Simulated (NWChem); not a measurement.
# doublet GaH2OF+ at 4 levels

Wanted: a comparison of 4 runs (UHF/3-21G, UB3LYP/6-31G*, UB3LYP/cc-pVDZ) of doublet GaH2OF+. 

The results are computed with NWChem 7.3.0.

21 further runs of the same task are left out: 4 that didn't finish, 17 set aside as unsound or not needed.

## 1. The molecule

The species is GaH2OF+ (5 atoms), meant as a doublet with charge +1. SMILES of the parent species: `[OH][GaH][F]`. The shape is that of a PBE0-D4/def2-TZVP optimisation. This is one conformer, not always the lowest. That shape belongs to the parent species and isn't relaxed for this state.

Bond lengths: O1–Ga2 1.771 Å, Ga2–F3 1.746 Å, O1–H4 0.959 Å, Ga2–H5 1.545 Å. Angles: O1–Ga2–F3 111.1°, O1–Ga2–H5 128.8°, F3–Ga2–H5 120.0°, Ga2–O1–H4 114.5°.

## 2. A single-point energy at UHF/3-21G (run 1)

The input, mol.nw:

```
start mol
title "FGaH2O hf"
memory stack 880 mb heap 220 mb global 1100 mb
charge 1

geometry units angstrom noautosym nocenter noautoz
   O       -1.130400      -0.588700      -0.283800
   Ga       0.383700       0.280500       0.015600
   F        0.438300       1.777800      -0.881200
   H       -1.210600      -1.420700       0.187200
   H        1.569000      -0.122600       0.920900
end

basis spherical bse
   * library 3-21G
end

scf
   doublet
   uhf
   thresh 1e-08
   maxiter 80
   print medium
end

task scf energy
```

The run is started by

```sh
$ nwchem mol.nw > mol.out
```

Standard output:

```text
[...]
  functions       =    44
[...]
  wavefunction    = UHF
[...]
         Total SCF energy =  -2088.068586780282
      One electron energy =  -3298.989351603730
      Two electron energy =   1012.581646208678
 Nuclear repulsion energy =    198.339118614771
                       Sz =      0.5000
                 Sz(Sz+1) =      0.7500
                      S^2 =      0.7539
[...]
```

It took 38 s on 1 thread of Intel Xeon Platinum 8259CL at 2.50GHz (Skylake/Cascade Lake), shared host; peak memory 0.099 GiB.

## 3. The energy at UB3LYP/6-31G(d) (spherical functions) (run 2)

The input, calc.nw:

```
start calc
title "FGaH2O energy"
memory total 2200 mb
charge 1

geometry units angstroms noautosym nocenter noautoz
  O    -1.130400   -0.588700   -0.283800
  Ga    0.383700    0.280500    0.015600
  F     0.438300    1.777800   -0.881200
  H    -1.210600   -1.420700    0.187200
  H     1.569000   -0.122600    0.920900
end

basis spherical bse
  * library 6-31G*
end

dft
  xc b3lyp
  mult 2
  grid xfine
  convergence energy 1e-08
  maxiter 100
  mulliken
  print low
end

task dft energy
```

The run is started by

```sh
$ nwchem calc.nw > calc.out
```

Standard output:

```text
[...]
 d= 0,ls=0.0,diis     1  -2100.0157665009 -2.30D+03  2.22D-02  1.94D+00     7.8
[...]
 d= 0,ls=0.0,diis    15  -2100.5079158643 -2.97D-09  3.29D-07  8.95D-10    91.8
[...]
         Total DFT energy =    -2100.507915864290
      One electron energy =    -3308.240382929430
           Coulomb energy =     1103.956076041296
    Exchange-Corr. energy =      -94.562727590927
 Nuclear repulsion energy =      198.339118614771
[...]
      Total Density - Mulliken Population Analysis
     ---------------------------------------------
    Atom       Charge   Shell Charges
 -----------   ------   -------------------------------------------------------
    1 O    8     8.45   2.00  0.93  2.85  0.95  1.69  0.02
    2 Ga  31    30.12   2.00  2.00  6.00  2.00  5.99  1.05  0.99 -0.05  0.00  6.82  2.94  0.37
    3 F    9     9.26   2.00  0.95  3.25  1.04  2.02  0.01
    4 H    1     0.49   0.45  0.04
    5 H    1     0.68   0.42  0.26
[...]
      <S2> =      0.7653 (Exact =     0.7500)
[...]
```

It took 92 s on 1 thread of Intel Xeon Platinum 8259CL at 2.50GHz (Skylake/Cascade Lake), shared host; peak memory 0.13 GiB.

Run 3 isn't shown in full; the table further down has it.

## 4. A single-point energy at UB3LYP/6-31G(d) (Cartesian functions) (run 4)

The input, fgah2o.nw:

```
start fgah2o
memory stack 880 mb heap 220 mb global 1100 mb
charge 1

geometry noautosym nocenter noautoz
O     -1.130400    -0.588700    -0.283800
Ga     0.383700     0.280500     0.015600
F      0.438300     1.777800    -0.881200
H     -1.210600    -1.420700     0.187200
H      1.569000    -0.122600     0.920900
end

basis "ao basis"
* library 6-31G*
end

dft
xc b3lyp
mult 2
grid xfine
convergence energy 1e-08
iterations 100
mulliken
noprint "final vectors analysis"
end

task dft energy
```

The run is started by

```sh
$ nwchem fgah2o.nw > fgah2o.out
```

Standard output:

```text
[...]
          Wavefunction type:  spin polarized.
          No. of atoms     :     5
          No. of electrons :    49
[...]
          Charge           :     1
          Spin multiplicity:     2
[...]
          AO basis - number of functions:    69
[...]
              XC Information
              --------------
                         B3LYP Method XC Potential
                     Hartree-Fock (Exact) Exchange  0.200
                        Slater Exchange Functional  0.800 local
                    Becke 1988 Exchange Functional  0.720 non-local
              Lee-Yang-Parr Correlation Functional  0.810
                  VWN I RPA Correlation Functional  0.190 local
[...]
 d= 0,ls=0.0,diis     1  -2100.0074425305 -2.30D+03  2.90D-02  2.46D+00     9.5
[...]
 d= 0,ls=0.0,diis    15  -2100.5179639776 -3.08D-09  3.00D-07  3.08D-10    90.1
[...]
         Total DFT energy =    -2100.517963977551
      One electron energy =    -3308.443562055787
           Coulomb energy =     1104.132822140523
    Exchange-Corr. energy =      -94.546342677058
 Nuclear repulsion energy =      198.339118614771
[...]
      Total Density - Mulliken Population Analysis
     ---------------------------------------------
    Atom       Charge   Shell Charges
 -----------   ------   -------------------------------------------------------
    1 O    8     8.47   1.99  0.94  2.85  0.93  1.72  0.05
    2 Ga  31    30.07   2.00  1.99  6.00  1.95  5.99  1.19  1.01 -0.01  0.01  6.87  2.95  0.11
    3 F    9     9.26   1.99  0.97  3.25  0.96  2.02  0.06
    4 H    1     0.49   0.45  0.04
    5 H    1     0.70   0.43  0.28
[...]
      <S2> =      0.7653 (Exact =     0.7500)
[...]
```

It took 91 s on 1 thread of Intel Xeon Platinum 8259CL at 2.50GHz (Skylake/Cascade Lake), shared host; peak memory 0.13 GiB.

## 5. All runs side by side

```tsv
run	level	iteration cap	module	energy (Eh)	⟨S²⟩	wall time
1	UHF/3-21G	80	scf	-2088.068587	0.754	38 s
2	UB3LYP/6-31G* (spherical functions)	100	dft	-2100.507916	0.765	92 s
3	UB3LYP/cc-pVDZ	100	dft	-2100.775569	0.766	3.5 min
4	UB3LYP/6-31G* (Cartesian functions)	100	dft	-2100.517964	0.765	91 s
```

## 6. Outcome

| quantity | value |
| --- | --- |
| run 4: total energy | -2100.51796 Eh |
| run 4: ⟨S²⟩ | 0.765 |

All runs together took 7.2 min, the longest 3.5 min.
